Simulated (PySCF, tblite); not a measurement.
# C₃H₄BCl₂Si radical: geometry, infrared bands and EPR parameters

Aim: predict the infrared bands and EPR parameters of C₃H₄BCl₂Si radical (`[C]#C[SiH2]CB(Cl)Cl`).

Computed with tblite 0.8.0 and PySCF 2.14.0, with density-fitted response routines of our own, on a single molecule in the gas phase. Atoms count from 0, in the outputs and in this text.

## (1) Starting geometry

11 atoms, charge 0, multiplicity 2; geometry from: force field or distance geometry start.

Bonds of the start (Å): C0–C1 1.21, C1–Si2 1.83, Si2–C3 1.84, C3–B4 1.59, B4–Cl5 1.84, B4–Cl6 1.85, Si2–H7 1.46, Si2–H8 1.48, C3–H9 1.11, C3–H10 1.12.

## (2) Optimising the geometry with GFN2-xTB

Job settings and geometry (Å):

```
{"job": {"kind": "relax", "xc": "GFN2-xTB", "basis": "xTB"}, "charge": 0, "multiplicity": 2}
C     -0.927900     2.722400     0.383900
C     -1.046300     1.554000     0.075300
Si    -1.210200    -0.206600    -0.381400
C      0.377700    -1.048500     0.030200
B      1.477700     0.071700     0.284700
Cl     2.487600     0.746300    -1.097800
Cl     1.619500     0.719200     2.007200
H     -2.315100    -0.786900     0.382300
H     -1.437700    -0.349000    -1.839500
H      0.311700    -1.685500     0.937000
H      0.668400    -1.734400    -0.807700
```

On the command line:

```bash
$ OMP_NUM_THREADS=1 python probes_run.py task.json out
```

This one command runs all jobs of the session in turn.

What it wrote:

```text
step      E/eV     max force
  0    -554.70437    2.720
  1    -554.84543    4.765
  2    -555.02761    1.375
  3    -555.08251    0.570
  4    -555.11171    0.383
  5    -555.11796    0.276
  6    -555.12653    0.253
  7    -555.12990    0.181
  8    -555.13295    0.148
  9    -555.13491    0.147
 10    -555.13714    0.159
 11    -555.13903    0.151
 12    -555.14057    0.134
 13    -555.14159    0.088
 14    -555.14233    0.072
 15    -555.14305    0.093
 16    -555.14381    0.096
 17    -555.14452    0.091
 18    -555.14522    0.073
 19    -555.14599    0.088
 20    -555.14676    0.087
 21    -555.14734    0.059
 22    -555.14770    0.056
 23    -555.14804    0.057
 24    -555.14857    0.086
 25    -555.14938    0.105
 26    -555.15024    0.093
 27    -555.15078    0.054
 28    -555.15101    0.036
 29    -555.15119    0.051
 30    -555.15146    0.067
 31    -555.15174    0.056
 32    -555.15190    0.027
 33    -555.15198    0.027
 34    -555.15205    0.029
 35    -555.15218    0.048
 36    -555.15238    0.059
 37    -555.15256    0.047
 38    -555.15266    0.023
 39    -555.15271    0.020
 40    -555.15276    0.022
 41    -555.15284    0.032
 42    -555.15293    0.030
 43    -555.15301    0.023
 44    -555.15307    0.027
 45    -555.15315    0.031
 46    -555.15326    0.042
 47    -555.15340    0.039
 48    -555.15351    0.024
 49    -555.15358    0.025
 50    -555.15365    0.030
 51    -555.15376    0.046
 52    -555.15390    0.048
 53    -555.15404    0.033
 54    -555.15412    0.026
 55    -555.15419    0.030
 56    -555.15432    0.039
 57    -555.15460    0.063
 58    -555.15522    0.117
 59    -555.15630    0.179
 60    -555.15767    0.192
 61    -555.15972    0.144
 62    -555.16161    0.104
 63    -555.16186    0.299
 64    -555.16435    0.186
 65    -555.16563    0.130
 66    -555.16704    0.196
 67    -555.16754    0.056
 68    -555.16777    0.116
 69    -555.16797    0.033
 70    -555.16821    0.051
 71    -555.16877    0.117
 72    -555.16926    0.125
 73    -555.16978    0.115
 74    -555.17011    0.058
 75    -555.17039    0.042
 76    -555.17058    0.055
 77    -555.17078    0.066
 78    -555.17112    0.058
 79    -555.17156    0.053
 80    -555.17195    0.055
 81    -555.17225    0.067
 82    -555.17256    0.074
 83    -555.17299    0.072
 84    -555.17354    0.094
 85    -555.17407    0.099
 86    -555.17447    0.102
 87    -555.17479    0.030
 88    -555.17494    0.083
 89    -555.17514    0.049
 90    -555.17534    0.091
 91    -555.17566    0.081
 92    -555.17598    0.069
 93    -555.17663    0.060
 94    -555.17759    0.090
 95    -555.17856    0.112
 96    -555.17774    0.324
 97    -555.17896    0.286
 98    -555.17951    0.123
 99    -555.17990    0.123
100    -555.18033    0.056
101    -555.18064    0.047
102    -555.18100    0.139
103    -555.18136    0.083
104    -555.18180    0.048
105    -555.18222    0.051
106    -555.18269    0.055
107    -555.18331    0.058
108    -555.18370    0.132
109    -555.18388    0.051
110    -555.18394    0.017
111    -555.18397    0.014
112    -555.18402    0.024
113    -555.18406    0.029
114    -555.18409    0.025
115    -555.18411    0.018
116    -555.18413    0.010
117    -555.18415    0.010
```

It took 0.7 s on 1 thread of Arm Neoverse V2, shared host.

Along the way: (not every step is listed)

| step | energy from step 0 (eV) | largest force (eV/Å) |
| --- | --- | --- |
| 0 | 0.0000 | 2.7205 |
| 1 | -0.1411 | 4.7655 |
| 2 | -0.3232 | 1.3750 |
| 3 | -0.3781 | 0.5702 |
| 4 | -0.4073 | 0.3830 |
| 5 | -0.4136 | 0.2763 |
| 6 | -0.4222 | 0.2533 |
| 7 | -0.4255 | 0.1807 |
| 8 | -0.4286 | 0.1485 |
| 18 | -0.4408 | 0.0728 |
| 28 | -0.4466 | 0.0360 |
| 38 | -0.4483 | 0.0234 |
| 48 | -0.4491 | 0.0244 |
| 58 | -0.4508 | 0.1166 |
| 68 | -0.4634 | 0.1159 |
| 78 | -0.4667 | 0.0585 |
| 88 | -0.4706 | 0.0827 |
| 98 | -0.4751 | 0.1230 |
| 108 | -0.4793 | 0.1319 |
| 112 | -0.4796 | 0.0238 |
| 113 | -0.4797 | 0.0287 |
| 114 | -0.4797 | 0.0251 |
| 115 | -0.4797 | 0.0181 |
| 116 | -0.4798 | 0.0100 |
| 117 | -0.4798 | 0.0099 |

Close pairs (by a distance rule), those that changed most:

| bond | before (Å) | after (Å) | change (Å) |
| --- | --- | --- | --- |
| B4–Cl6 | 1.846 | 1.720 | -0.126 |
| B4–Cl5 | 1.840 | 1.727 | -0.113 |
| Si2–C3 | 1.844 | 1.926 | +0.082 |
| C1–Si2 | 1.826 | 1.867 | +0.041 |
| C3–H10 | 1.121 | 1.090 | -0.031 |
| C3–B4 | 1.590 | 1.561 | -0.030 |
| C3–H9 | 1.110 | 1.089 | -0.021 |
| Si2–H8 | 1.483 | 1.465 | -0.018 |

The end geometry stands in the next job.

## (3) Infrared spectrum with GFN2-xTB

Job settings and geometry (Å):

```
{"job": {"kind": "ir", "xc": "GFN2-xTB", "basis": "xTB"}, "charge": 0, "multiplicity": 2}
C     -1.603431     2.514416     0.990102
C     -1.419068     1.489295     0.395975
Si    -1.149159    -0.098667    -0.547996
C      0.384977    -0.955883     0.239336
B      1.663050    -0.066850     0.128592
Cl     2.579887    -0.035387    -1.335174
Cl     2.152432     0.966523     1.413500
H     -2.314874    -0.963441    -0.336215
H     -0.920741     0.238470    -1.954874
H      0.133442    -1.185851     1.274116
H      0.498910    -1.899956    -0.293327
```

What it wrote:

```text
mode    cm-1     km/mol
  1      21.6      1.06
  2      38.7      1.02
  3      83.2      0.18
  4     126.4      3.77
  5     179.7      0.20
  6     207.3      2.27
  7     254.3      4.35
  8     266.7      3.81
  9     423.6      6.69
 10     443.0     48.65
 11     496.8      1.68
 12     557.5      8.41
 13     624.1     17.02
 14     634.4     79.91
 15     671.2     45.97
 16     713.3    132.63
 17     748.0    284.69
 18     820.6    286.84
 19    1042.5    240.84
 20    1058.2      8.31
 21    1116.1    100.91
 22    1442.0      5.08
 23    2222.1     14.17
 24    2234.2    302.87
 25    2255.0    171.23
 26    2987.4     15.35
 27    2998.5      7.98
```

Wall time 0.34 s (1 thread of Arm Neoverse V2, shared host).

The strongest bands and the atoms that carry them (share of the mass-weighted mode):

| cm⁻¹ | km/mol | atoms |
| --- | --- | --- |
| 634 | 79.9 | H7 23 %, B4 19 %, H8 14 %, H10 13 % |
| 713 | 132.6 | C3 41 %, Si2 34 % |
| 748 | 284.7 | H8 47 %, H7 46 % |
| 821 | 286.8 | B4 26 %, H10 20 %, H9 20 %, C3 19 % |
| 1042 | 240.8 | B4 60 %, C3 30 % |
| 1116 | 100.9 | H9 57 %, H10 24 %, C3 16 % |
| 2234 | 302.9 | H7 94 % |
| 2255 | 171.2 | H8 96 % |

## (4) g tensor and hyperfine couplings: B3LYP/pcH-1

Settings changed since step 3:

```diff
@@ -1,2 +1,2 @@
-{"job": {"kind": "ir", "xc": "GFN2-xTB", "basis": "xTB"}, "charge": 0, "multiplicity": 2}
+{"job": {"kind": "epr", "basis": "pcH-1"}, "charge": 0, "multiplicity": 2}
 C     -1.603431     2.514416     0.990102
```

Method: UKS B3LYP, pcH-1 on B C Cl H Si, non-relativistic, mean-field spin-orbit, GIAO.

What it wrote:

```text
UKS, coarse grid
  cycle   1  E = -1351.34668427  |g| = 4.12e-01
  cycle   2  E = -1351.29302754  |g| = 5.05e-01
  cycle   3  E = -1351.39707830  |g| = 2.11e-01
  cycle   4  E = -1351.41906999  |g| = 5.91e-02
  cycle   5  E = -1351.42089557  |g| = 1.20e-02
  cycle   6  E = -1351.42103041  |g| = 6.15e-03
  cycle   7  E = -1351.42109406  |g| = 2.48e-03
  cycle   8  E = -1351.42111987  |g| = 1.30e-03
  cycle   9  E = -1351.42112471  |g| = 6.17e-04
UKS, final grid
  cycle   1  E = -1351.42106289  |g| = 7.17e-04
  cycle   2  E = -1351.42106286  |g| = 1.09e-03
  cycle   3  E = -1351.42106349  |g| = 2.70e-04
  cycle   4  E = -1351.42106360  |g| = 1.87e-04
  cycle   5  E = -1351.42106385  |g| = 1.28e-04
  cycle   6  E = -1351.42106401  |g| = 6.35e-05
  cycle   7  E = -1351.42106407  |g| = 4.42e-05
  cycle   8  E = -1351.42106409  |g| = 1.69e-05
  cycle   9  E = -1351.42106409  |g| = 6.87e-06
E = -1351.42106409 Eh   <S^2> = 0.7710 (exact 0.7500)
g shifts (ppm)      1          2          3
  rmc          -175       -175       -175
  gc              9          8         15
  oz_so        -106         25        105
  total        -271       -141        -55
hyperfine (MHz)  atom isotope    a_iso     a_fc   dipolar eigenvalues
    0   13C     933.70     933.80    -56.70    -56.63    113.33
    1   13C     145.23     145.32    -28.56    -28.31     56.88
    2  29Si     -15.85     -15.88     -8.95      4.44      4.51
    3   13C      -2.31      -2.31     -0.43     -0.21      0.64
    4   11B       0.02       0.02     -0.25     -0.21      0.46
    5  35Cl      -0.02      -0.02     -0.10      0.00      0.10
    6  35Cl      -0.25      -0.25     -0.12     -0.08      0.20
    7    1H      -4.97      -4.97     -1.09     -0.77      1.86
    8    1H      -4.38      -4.38     -1.10     -0.77      1.86
    9    1H       0.09       0.09     -0.80     -0.79      1.59
   10    1H       2.14       2.14     -0.50     -0.35      0.84
```

It took 72 s on 1 thread of Arm Neoverse V2, shared host; peak memory 0.94 GiB.

Principal g values 2.00205, 2.00218, 2.00226; g(iso) = 2.00216, against 2.00232 for a free electron.

Mean a(iso) over the nuclei that a row names, and the largest dipolar term of the row (other rows stand at the frozen geometry):

| nuclei | isotope | a(iso) (MHz) | a(iso) (G, at g = 2.0023) | largest dipolar term (MHz) |
| --- | --- | --- | --- | --- |
| C0 | 13C | 933.7 | 333.2 | 113.3 |
| C1 | 13C | 145.2 | 51.8 | 56.9 |
| Si2 | 29Si | -15.8 | -5.7 | -8.9 |
| H7, H8 | 1H | -4.7 | -1.7 | 1.9 |
| C3 | 13C | -2.3 | -0.8 | 0.6 |
| H9, H10 | 1H | 1.1 | 0.4 | 1.6 |
| Cl5, Cl6 | 35Cl | -0.1 | 0.0 | 0.2 |
| B4 | 11B | 0.0 | 0.0 | 0.5 |

Mulliken spin populations:

| atom | value (e) |
| --- | --- |
| C0 | 1.14 |
| C1 | -0.18 |
| Si2 | 0.04 |
| C3 | 0.00 |
| B4 | 0.00 |
| Cl5 | 0.00 |
| Cl6 | 0.00 |
| H7 | 0.00 |
| H8 | 0.00 |
| H9 | 0.00 |
| H10 | 0.00 |

In first order the couplings over 0.8 MHz of 1H give 9 distinct lines over 4.1 G, if the averaged nuclei exchange fast; the same motion can average rows kept apart here too.

The fields below are evaluated on a grid from the run's orbitals.

ELF in a plane through or near 4 of the atoms.

Values, 10 rows by 14 columns:
```
0.00 0.00 0.00 0.00 0.00 0.00 0.00 0.00 0.00 0.00 0.00 0.00 0.00 0.00
0.00 0.00 0.01 0.13 0.28 0.25 0.08 0.00 0.06 0.43 0.61 0.40 0.04 0.00
0.00 0.00 0.26 0.78 0.90 0.88 0.59 0.01 0.44 0.80 0.81 0.89 0.44 0.01
0.00 0.00 0.07 0.54 0.75 0.80 0.39 0.03 0.67 0.84 0.64 0.75 0.39 0.01
0.00 0.01 0.03 0.14 0.39 0.15 0.24 0.07 0.79 0.30 0.68 0.55 0.20 0.00
0.00 0.04 0.22 0.32 0.39 0.88 0.78 0.79 0.29 0.29 0.30 0.05 0.00 0.00
0.00 0.00 0.07 0.05 0.03 0.73 0.65 0.65 0.08 0.90 0.96 0.38 0.01 0.00
0.00 0.00 0.00 0.00 0.06 0.93 0.45 0.04 0.35 0.97 0.99 0.61 0.00 0.00
0.00 0.00 0.00 0.00 0.00 0.01 0.00 0.00 0.01 0.12 0.09 0.00 0.00 0.00
0.00 0.00 0.00 0.00 0.00 0.00 0.00 0.00 0.00 0.00 0.00 0.00 0.00 0.00
```
The map spans 10.1 Å across and 9.5 Å up, centred on the molecule. Atoms in the plane (x, y in Å): C0 (2.3, 2.1), C1 (1.8, 1.1), Si2 (1.1, -0.7), B4 (-1.6, 0.5).

On the surface of density 0.002 e/bohr³ the electrostatic potential runs, from the 1st to the 99th percentile, from -0.55 V near C0 to 1.49 V near H10.

The spin density lies nearest to C0 83 %; C1 15 % (beta excess).

## (5) Outcome

| quantity | value |
| --- | --- |
| strongest single infrared mode (GFN2-xTB) | 2234 cm⁻¹, 303 km/mol |
| zero-point energy (GFN2-xTB) | 35.3 kcal/mol |
| g(iso) (B3LYP) | 2.00216 |
| ⟨S²⟩ | 0.771 (exact 0.75) |
| largest a(iso) (averaged by class) | 13C on C0, 933.7 MHz |
| potential on the surface of density 0.002 e/bohr³, 1st and 99th percentile | -0.55 V and 1.49 V |

What this shows: Relaxing lowered the energy by 0.480 eV in 117 steps; the close pair that moved most is B4–Cl6, from 1.846 to 1.720 Å. No mode is imaginary among the 27: a minimum at this level. The strongest single mode, at 2234 cm⁻¹, moves mainly H7. GFN2-xTB is a fitted tight-binding method: band positions and strengths are rough. Its intensities can rank the bands wrongly. Most of the unpaired spin sits on C0 (1.14 e). The isotropic g lies 0.2 ppt below the free-electron value. The conformer search found further structures of the same energy, which may be mirror or relabelled copies of this one.
